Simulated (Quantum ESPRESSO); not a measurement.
The system is NbSi.

```
Nb Si
1.0
     3.15644    0.00000    0.00000
     0.00000    3.15644    0.00000
     0.00000    0.00000    3.15644
Nb Si
1 1
Direct
  0.00000 0.00000 0.00000
  0.50000 0.50000 0.50000
```

The cell was built by a generator and needn't be a form met in nature.

- Program: Quantum ESPRESSO 7.5
- Task: phonons
- Functional: LDA
- Potentials or basis: GBRV 1.5 LDA
- Cutoff: 612 eV
- Density cutoff: 4898 eV
- k mesh: 8 × 8 × 8
- Occupations: cold, width 0.2 eV
- Spin: no spin polarisation
- Form of the LDA correlation: PZ81
- Mixing beta: 0.5
- Most SCF iterations: 120
- SCF threshold: 4e-10 Ry

The cell and the atoms were relaxed first, to 15.00 Å³/atom (a = 3.107 Å, b = 3.107 Å, c = 3.107 Å, α = 90.00°, β = 90.00°, γ = 90.00°), and the response was taken there.

Task: Where do the zone-centre optical modes lie?

Result: T1u at 278 cm⁻¹ (IR).

Optical modes at Γ, degenerate ones joined:
```csv
cm⁻¹,components,symmetry,active in
278,3,T1u,IR
```

Caveat: the mesh is thin for the phonons of a metal.
